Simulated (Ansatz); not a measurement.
# SiGeH3 (doublet): wave-function methods side by side, cc-pVDZ

One table from this session's results is given with a row withheld; the runs are named, their logs left out.

The runs use Ansatz 0.2.0, Gaussian basis; cc-pVDZ, core rule «outside noble gas», up to 19 orbitals frozen.

The runs, in order: UHF; CCSD(T) on ROHF; CCSD(T) on UHF; BCCD(T) on ROHF; CISD; CCSDT(Q) on ROHF; CCSDT(Q) on UHF.

21 further runs of the same task are left out: 2 for a mislabelled method, 9 that didn't finish, 10 set aside as unsound or not needed.

### What is computed

The geometry is a PBE0/def2-TZVP stationary point (not a proven minimum). No spin-orbit coupling is included. The filled d shell of Ge may be among the frozen orbitals whatever the setting's name suggests; the logs give the count.

5 atoms, charge 0, spin multiplicity 2.

Atoms are counted from 1 here; the program's logs count them from 0.

Bond lengths: Si1–Ge2 2.352 Å, Si1–H3 1.492 Å, Si1–H4 1.492 Å, Ge2–H5 1.595 Å. Angles: Ge2–Si1–H3 129.6°, Ge2–Si1–H4 123.5°, H3–Si1–H4 106.9°, Si1–Ge2–H5 86.6°.

As a file:

```xyz
5
GeH3Si
Si    0.00000    0.01806    1.65161
Ge    0.00000   -0.02838   -0.70022
H     0.00000    1.18572    2.58064
H     0.00000   -1.20939    2.49922
H     0.00000    1.56556   -0.63706
```

Set-up of the first run:

Input file in.yaml:

```yaml
crystal:
  periodic: [false, false, false]
  atoms:
    - {symbol: Si, position_ang: [0.000000, 0.018056, 1.651607]}
    - {symbol: Ge, position_ang: [0.000000, -0.028376, -0.700224]}
    - {symbol: H, position_ang: [0.000000, 1.185718, 2.580640]}
    - {symbol: H, position_ang: [0.000000, -1.209392, 2.499223]}
    - {symbol: H, position_ang: [0.000000, 1.565561, -0.637062]}
basis:
  gaussian: {orbitals: cc-pVDZ}
magnetization: {spin_polarized: true, initial_magnetization: 1}
hamiltonian: {xc: hf}
output: {orbitals: {seedname: orbitals}}
```

The run is started by

```
> ansatz run in.yaml --threads 1 --pin off --events-out ev --progress --plain --max-ram 2393MiB
```

Among the steps run: UHF; CCSD(T) on ROHF; CCSD(T) on UHF; BCCD(T) on ROHF; CISD; CCSDT(Q) on ROHF; CCSDT(Q) on UHF.

One table of the session follows, with a row left open; its other results are not shown here.

| method | from UCCSDT(Q) (kcal/mol) |
| --- | --- |
| ROHF | +137.04 |
| UHF | +135.29 |
| RMP2 | +30.48 |
| UMP2 | +30.86 |
| CISD | +16.68 |
| RCCSD | ? |
| UCCSD | +5.15 |
| RCCSD(T) | +1.10 |
| UCCSD(T) | +1.11 |
| BCCD(T) | +1.08 |
| RCCSDT | +0.24 |
| UCCSDT | +0.23 |
| RCCSDT(Q) | +0.01 |
| UCCSDT(Q) | 0 |

Q: Estimate the row for RCCSD from the others.

**Answer.** from UCCSDT(Q) (kcal/mol): +5.21. In the column «from UCCSDT(Q) (kcal/mol)» it lies between UCCSD (+5.15) and CISD (+16.68).

With the free atoms at the same levels and basis (separate runs), the atomisation energy is 10.829 eV at UCCSDT(Q), 10.811 eV at RCCSD(T), 10.801 eV at UCCSD(T), 8.418 eV at ROHF.

Caveats from the session: Restricted and unrestricted rows rest on different reference determinants; where their highest levels disagree by more than a few hundredths of an eV, they describe different states and don't form one ladder.
